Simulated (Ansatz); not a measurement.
# F3H3OSi2: the cost of one run

All numbers below are computed with Ansatz 0.2.0 (RKS PBE0/6-31G).

## (1) The system as given

Bond lengths: Si1–O2 1.680 Å, O2–Si3 1.680 Å, Si3–H4 1.460 Å, Si3–H5 1.460 Å, Si3–H6 1.460 Å, Si1–F7 1.590 Å, Si1–F8 1.589 Å, Si1–F9 1.589 Å. Angles: Si1–O2–Si3 125.0°, O2–Si1–F7 109.5°, O2–Si1–F8 109.5°, O2–Si1–F9 109.5°, F7–Si1–F8 109.5°, F7–Si1–F9 109.5°, F8–Si1–F9 109.5°, O2–Si3–H4 109.5°, O2–Si3–H5 109.5°, O2–Si3–H6 109.5°, H4–Si3–H5 109.4°, H4–Si3–H6 109.4°, H5–Si3–H6 109.4°.

Coordinates:

```xyz
9

Si    0.0000    0.0000    0.0000
O     0.0000    0.0000    1.6800
Si   -1.3147   -0.4067    2.6436
H    -2.2390   -1.2403    1.8804
H    -0.8506   -1.1432    3.8157
H    -1.9987    0.8095    3.0733
F     1.4994    0.0000   -0.5295
F    -0.7489    1.2974   -0.5295
F    -0.7489   -1.2974   -0.5295
```

## (2) Relaxing the start

The input, input.yaml:

```yaml
crystal:
  periodic: [false, false, false]
  atoms:
    - { symbol: Si, position_ang: [0.0, 0.0, 0.0] }
    - { symbol: O, position_ang: [0.0, 0.0, 1.68] }
    - { symbol: Si, position_ang: [-1.3147, -0.4067, 2.6436] }
    - { symbol: H, position_ang: [-2.239, -1.2403, 1.8804] }
    - { symbol: H, position_ang: [-0.8506, -1.1432, 3.8157] }
    - { symbol: H, position_ang: [-1.9987, 0.8095, 3.0733] }
    - { symbol: F, position_ang: [1.4994, 0.0, -0.5295] }
    - { symbol: F, position_ang: [-0.7489, 1.2974, -0.5295] }
    - { symbol: F, position_ang: [-0.7489, -1.2974, -0.5295] }
basis:
  gaussian: { orbitals: "6-31G" }
hamiltonian:
  xc: pbe0
relax:
  f_tol: 0.02
  max_steps: 40
output:
  orbitals: {}
```

The run is started by

```sh
ansatz run input.yaml --threads 1 --pin off --max-ram 2048MiB --backend cpu --events-out ev --progress --plain --runs-dir out
```

Q: Estimate wall time and peak memory on 1 thread of Arm Neoverse V1, shared host.

About 45 s, with a peak of 0.15 GiB.
